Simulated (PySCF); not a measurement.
# A diatomic session: CsNa+

One job finds the state of CsNa+, follows it along the bond with each method and fits the curves.

The runs use PySCF 2.14.0; Cs def2-SVP with ECP46, Na def2-SVP, scalar-relativistic core potentials.

### 1 The job

The job is set up so:

```yaml
atoms: Cs, Na
charge: 1
basis: Cs def2-SVP with ECP46, Na def2-SVP
Hamiltonian: scalar-relativistic core potentials
basis_functions: 39
electrons_treated: 19
masses_in_u: 132.9054, 22.9898
levels: PBE0, PBE, r²SCAN, PW91, BLYP, r²SCAN0, HSE06, HF, MP2, SCS-MP2, CCSD, CCSD(T)
grid: 80 radial by 434 angular points
occupations: held fixed by the projection of orbital angular momentum
dissociation_limit: Cs+ + Na, each in its ground configuration
starting_distance_in_angstrom: 3.880
values_of_2S_to_try: 1, 3
```

The run is started by

```
$ OMP_NUM_THREADS=1 python dia.py task.json out
```

Further steps of the session: First curve: PBE0; PBE; r²SCAN (meta-GGA); PW91 (GGA); BLYP (GGA); r²SCAN0; HSE06 (range-separated hybrid); UHF; MP2 and coupled cluster.

Q: Predict the outcome of this session. Wanted: for each run, Re; ωe; De; μ.

**Answer**, as computed:

Lowest PBE0 solution found, without spin–orbit coupling: ²Σ⁺ (doublet), unpaired electrons σ ↑.

```csv
level,Re (Å),ωe (cm⁻¹),De (eV),μ (D)
UHF,4.812,58.0,0.302,2.37
UHF-MP2,4.665,61.4,0.358,n/a
UHF-SCS-MP2,4.687,60.7,0.348,n/a
UHF-CCSD,4.637,62.3,0.371,n/a
UHF-CCSD(T),4.632,62.4,0.373,n/a
PBE,4.554,60.3,0.413,3.13
PW91,4.540,60.4,0.429,3.23
BLYP,4.600,56.0,0.365,2.78
r²SCAN,4.534,64.2,0.379,2.74
PBE0,4.556,62.8,0.391,2.93
r²SCAN0,4.509,65.6,0.382,2.73
HSE06,4.554,62.3,0.394,3.00
```

De is counted to Cs+ + Na in their ground configurations. A positive dipole points from Cs to Na; in an ion it is taken about the centre of mass and does not tell which atom is negative.

What this shows: The methods spread over 0.302 Å in bond length, from r²SCAN0 to UHF. CCSD(T) can't serve as the judge here: for a weak bond in this basis it is far from its limit. Among the levels with a De in the table, it runs from 0.302 eV (UHF) to 0.429 eV (PW91).

Correlated steps freeze 1 core orbital. Spin–orbit coupling is left out. With spin–orbit coupling the term label itself may not hold.
